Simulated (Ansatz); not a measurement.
# In2GeO6: the cost of one run

Computed with Ansatz 0.2.0 (DFT PBE, scalar-relativistic, plane waves, PAW, unless a step's input says otherwise).

### 1 The system as given

The structure is cubic, space group Fm-3m (No. 225). Conventional cell: a = 7.682 Å, b = 7.682 Å, c = 7.682 Å, α = 90.00°, β = 90.00°, γ = 90.00°. Around In (site symmetry -43m) lie 12 O at 2.72 Å. Around Ge (site symmetry m-3m) lie 6 O at 1.81 Å. Around O (site symmetry 4mm) lie 1 Ge at 1.81 Å.

Coordinates:

```
In Ge O
1.0
     0.00000    3.84086    3.84086
     3.84086    0.00000    3.84086
     3.84086    3.84086    0.00000
In Ge O
2 1 6
Direct
  0.25000 0.25000 0.25000
  0.75000 0.75000 0.75000
  0.00000 0.00000 0.00000
  0.76500 0.23500 0.23500
  0.23500 0.76500 0.23500
  0.23500 0.76500 0.76500
  0.76500 0.23500 0.76500
  0.23500 0.23500 0.76500
  0.76500 0.76500 0.23500
```

Recipe of the guess: species swapped into a database cell of K2MoCl6 (Fm-3m, No. 225), with In on the K sites, Ge on the Mo sites and O on the Cl sites. Lengths come from tabulated atomic sizes and are only a guess.

### 2 Probe: one point on a coarse mesh

File input.yaml:

```yaml
crystal:
  lattice:
    - [0.0, 3.84085844, 3.84085844]
    - [3.84085844, 0.0, 3.84085844]
    - [3.84085844, 3.84085844, 0.0]
  atoms:
    - { symbol: In, position: [0.25, 0.25, 0.25] }
    - { symbol: In, position: [0.75, 0.75, 0.75] }
    - { symbol: Ge, position: [0.0, 0.0, 0.0] }
    - { symbol: O, position: [0.765, 0.235, 0.235] }
    - { symbol: O, position: [0.235, 0.765, 0.235] }
    - { symbol: O, position: [0.235, 0.765, 0.765] }
    - { symbol: O, position: [0.765, 0.235, 0.765] }
    - { symbol: O, position: [0.235, 0.235, 0.765] }
    - { symbol: O, position: [0.765, 0.765, 0.235] }
basis:
  ecutwfc: 420
kpoints:
  mp_grid: { grid: [4, 4, 4] }
hamiltonian:
  xc: pbe
scf:
  occupations: { method: gaussian, width: 0.1 }
  lower_state_search: "off"
output:
  forces: true
  stress: true
  eigenvalues: true
```

Run with:

```console
$ ansatz run input.yaml --threads 1 --pin off --max-ram 2048MiB --backend cpu --events-out ev --progress --plain --runs-dir out
```

Q: Estimate wall time and peak memory on 1 thread of Arm Neoverse N1, shared host.

About 5.6 s, with a peak of 0.39 GiB.
